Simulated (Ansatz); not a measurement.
Here is an Ansatz input file for CH₆AlB₂I, SMILES BB(I)[CH2][AlH2]. Write the same calculation for the Python package.

```yaml
crystal:
  periodic: [false, false, false]
  atoms:
    - { symbol: B, position_ang: [-1.1278, 1.4788, 0.4618] }
    - { symbol: B, position_ang: [0.3201, 0.9856, -0.0241] }
    - { symbol: I, position_ang: [2.0627, 2.2095, 0.4341] }
    - { symbol: C, position_ang: [0.5576, -0.3337, -0.8818] }
    - { symbol: Al, position_ang: [0.1884, -1.9629, 0.2451] }
    - { symbol: H, position_ang: [-1.2804, 2.5454, 1.0586] }
    - { symbol: H, position_ang: [-2.1129, 0.8968, 0.187] }
    - { symbol: H, position_ang: [-0.199, -0.3228, -1.7283] }
    - { symbol: H, position_ang: [1.5176, -0.3825, -1.244] }
    - { symbol: H, position_ang: [1.3657, -3.013, 0.4933] }
    - { symbol: H, position_ang: [-1.2265, -2.1583, 1.019] }
basis:
  gaussian: { orbitals: def2-SVP }
hamiltonian:
  xc: { name: PBE-QIDH }
```

On the command line:
```console
$ ansatz run input.yaml --threads 1 --pin off --max-ram 4096MiB --backend cpu --events-out ev --progress --plain --runs-dir out
Engine: ansatz 0.2.0, aarch64-unknown-linux-gnu
Functional definition: PBE-QIDH
  parameter a = 3^(-1/3)
  parameter c = 1/3
  exchange = (1 - a)*pbe_x + a*exact_x
  correlation = (1 - c)*pbe_c + c*(mp2_os + mp2_ss)
1237 factors; integrals over basis functions are off by at most 1.4e-3 eV
mean field evaluation 1: about -17154.7273 eV, gradient 3.0e1 eV
mean field evaluation 2: about -17154.7930 eV, gradient 3.0e1 eV
mean field evaluation 4: about -17157.3701 eV, gradient 2.7e0 eV
mean field evaluation 8: about -17157.4013 eV, gradient 2.0e-1 eV
mean field evaluation 16: about -17157.4017 eV, gradient 2.0e-4 eV
mean field -17157.40165799 eV, -630.5228812266 hartree, gradient 5.3e-6 eV, S^2 0.000000; 0 other end points of the search recorded, 0 dependent functions left out
12 core orbitals not correlated: weight in the atoms' cores, before any rotation towards them, 1.000 or more for the frozen orbitals, at most 0.000 for the correlated occupied ones
reference -17157.40167172 eV, -630.5228817312 hartree; 18, 18 occupied and 86, 86 virtual orbitals, 1237 factors
second order -15.18529942 eV of doubles, -0.00000000 eV of singles
Total energy: -17162.46343820 eV, -630.7088982182 hartree
```

Notebook, run cell by cell (the value of a cell's last expression is shown):

In [1]:
```python
import ansatz as az
```

In [2]:
```python
BASIS_SET = "def2-SVP"
```

In [3]:
```python
mol = (
    az.Crystal.molecule()
    .atom("B", [-1.1278, 1.4788, 0.4618])
    .atom("B", [0.3201, 0.9856, -0.0241])
    .atom("I", [2.0627, 2.2095, 0.4341])
    .atom("C", [0.5576, -0.3337, -0.8818])
    .atom("Al", [0.1884, -1.9629, 0.2451])
    .atom("H", [-1.2804, 2.5454, 1.0586])
    .atom("H", [-2.1129, 0.8968, 0.187])
    .atom("H", [-0.199, -0.3228, -1.7283])
    .atom("H", [1.5176, -0.3825, -1.244])
    .atom("H", [1.3657, -3.013, 0.4933])
    .atom("H", [-1.2265, -2.1583, 1.019])
)
```

In [4]:
```python
job = mol.calculation()
job = job.basis(gaussian=BASIS_SET)
job = job.functional(az.LibraryFunctional("PBE-QIDH"))
trace = []
outcome = job.session().plan().execute(on_event=trace.append)
rep = outcome.report
```

In [5]:
```python
rep["mean_field"]["state"]["spin_squared"]
```
Out [5]:
```text
-1.0658141036401503e-13
```

In [6]:
```python
for event in trace:
    if event["event"] == "mean_field_evaluation" and event["data"]["evaluation"] <= 25:
        print("pass {evaluation:3d}  E = {energy_ev:.6f} eV  gradient {gradient_ev:.1e}".format(**event["data"]))

for key in ("converged", "free_energy_ev", "reference_energy_ev", "n_frozen", "n_occupied", "n_virtual"):
    print(f"{key:22s} {rep[key]}")
```
```text
pass   1  E = -17154.727264 eV  gradient 3.0e+01
pass   2  E = -17154.792971 eV  gradient 3.0e+01
pass   3  E = -17156.267914 eV  gradient 2.0e+01
pass   4  E = -17157.370088 eV  gradient 2.7e+00
pass   5  E = -17157.397778 eV  gradient 8.6e-01
pass   6  E = -17157.397749 eV  gradient 8.6e-01
pass   7  E = -17157.398812 eV  gradient 8.6e-01
pass   8  E = -17157.401340 eV  gradient 2.0e-01
pass   9  E = -17157.401595 eV  gradient 8.1e-02
pass  10  E = -17157.401648 eV  gradient 1.9e-02
pass  11  E = -17157.401653 eV  gradient 1.9e-02
pass  12  E = -17157.401658 eV  gradient 6.0e-03
pass  13  E = -17157.401658 eV  gradient 1.4e-03
pass  14  E = -17157.401658 eV  gradient 1.4e-03
pass  15  E = -17157.401658 eV  gradient 5.3e-04
pass  16  E = -17157.401658 eV  gradient 2.0e-04
pass  17  E = -17157.401658 eV  gradient 6.0e-05
pass  18  E = -17157.401658 eV  gradient 6.3e-05
pass  19  E = -17157.401658 eV  gradient 2.1e-05
pass  20  E = -17157.401658 eV  gradient 5.3e-06
pass  21  E = -17157.401658 eV  gradient 5.3e-06
converged              True
free_energy_ev         -17162.46343819584
reference_energy_ev    -17157.40167172114
n_frozen               12
n_occupied             [18, 18]
n_virtual              [86, 86]
```

Total energies depend on the basis set; only differences at equal settings carry meaning. The geometry is a force-field or estimated start, not a minimum of this method, and the basis set is short of its limit. def2 sets replace the cores of elements past krypton by effective core potentials. Early passes use coarser integrals and grids, so their energies can't be compared with the last. It ran for 9.8 s on 1 thread of Arm Neoverse V2, with other jobs on the host, peak memory 0.31 GiB.

(Lines on the test bed's own set-up are left out of the output.)
